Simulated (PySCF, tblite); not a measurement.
# C₆H₆FO radical: geometry, infrared bands and EPR parameters

Wanted: the infrared bands and EPR parameters of C₆H₆FO radical (`O=C[C]1[C@@H](F)C12CC2`), by calculation.

Programs: tblite 0.8.0 and PySCF 2.14.0, with density-fitted response routines of our own. Each step states its level of theory. These are calculated values for one molecule in the gas phase, unless marked as measured. Atoms count from 0, in the outputs and in this text.

## 1. Starting geometry

14 atoms, charge 0, multiplicity 2; geometry from: force field or distance geometry start.

Bonds of the start (Å): O0–C1 1.21, C1–C2 1.49, C2–C3 1.55, C3–F4 1.37, C3–C5 1.44, C5–C6 1.42, C6–C7 1.53, C5–C2 1.45, C7–C5 1.42, C1–H8 1.08, C3–H9 1.11, C6–H10 1.12, C6–H11 1.10, C7–H12 1.12, C7–H13 1.13.

## 2. Relaxing the molecule with GFN2-xTB

What the job is given:

```
{"job": {"kind": "relax", "xc": "GFN2-xTB", "basis": "xTB"}, "charge": 0, "multiplicity": 2}
O      2.183700    -0.598600     2.335600
C      1.628100    -0.501200     1.261800
C      0.638500     0.573800     0.969700
C      0.793600     1.078600    -0.485800
F      1.895400     0.582500    -1.138800
C     -0.311300     0.257800    -0.077300
C     -0.938000    -0.929300    -0.525600
C     -1.714900     0.361900    -0.253600
H      1.832000    -1.198600     0.458200
H      0.620000     2.158500    -0.654400
H     -1.164200    -1.721100     0.240000
H     -0.945600    -1.296100    -1.566400
H     -2.433900     0.357200     0.600100
H     -2.084200     0.874100    -1.185900
```

Command:

```bash
$ OMP_NUM_THREADS=1 python probes_run.py task.json out
```

One launch serves the whole session: the jobs run in the order shown.

**Question.** This job is followed by: GFN2-xTB harmonic vibrations, gas phase; UKS B3LYP, pcH-1 on C F H O, non-relativistic, mean-field spin-orbit, GIAO. What will the session give for the following? strongest single infrared mode (GFN2-xTB); zero-point energy (GFN2-xTB); g(iso) (B3LYP); ⟨S²⟩; largest a(iso); potential on the surface of density 0.002 e/bohr³, 1st and 99th percentile.

As calculated:

| quantity | value |
| --- | --- |
| strongest single infrared mode (GFN2-xTB) | 1585 cm⁻¹, 230 km/mol |
| zero-point energy (GFN2-xTB) | 63.1 kcal/mol |
| g(iso) (B3LYP) | 2.00518 |
| ⟨S²⟩ | 0.763 (exact 0.75) |
| largest a(iso) | 13C on C2, 63.1 MHz |
| potential on the surface of density 0.002 e/bohr³, 1st and 99th percentile | -1.67 V and 1.24 V |

Over 95 steps the energy fell by 1.251 eV; of the close pairs, C5–C6 changed most, 1.415 to 1.506 Å. No mode is imaginary among the 36: a minimum at this level. The strongest single mode, at 1585 cm⁻¹, moves mainly C1 and O0. Unscaled tight-binding wavenumbers are off by several per cent, some by more. Its intensities can rank the bands wrongly. C2 carries the largest spin population, 0.67 e. The isotropic g lies 2.9 ppt above the free-electron value. These values are for one conformer; the search (at its own cheap level) found 2 more, at 1.29, 1.29 kcal/mol, and measured spectra average over such forms.
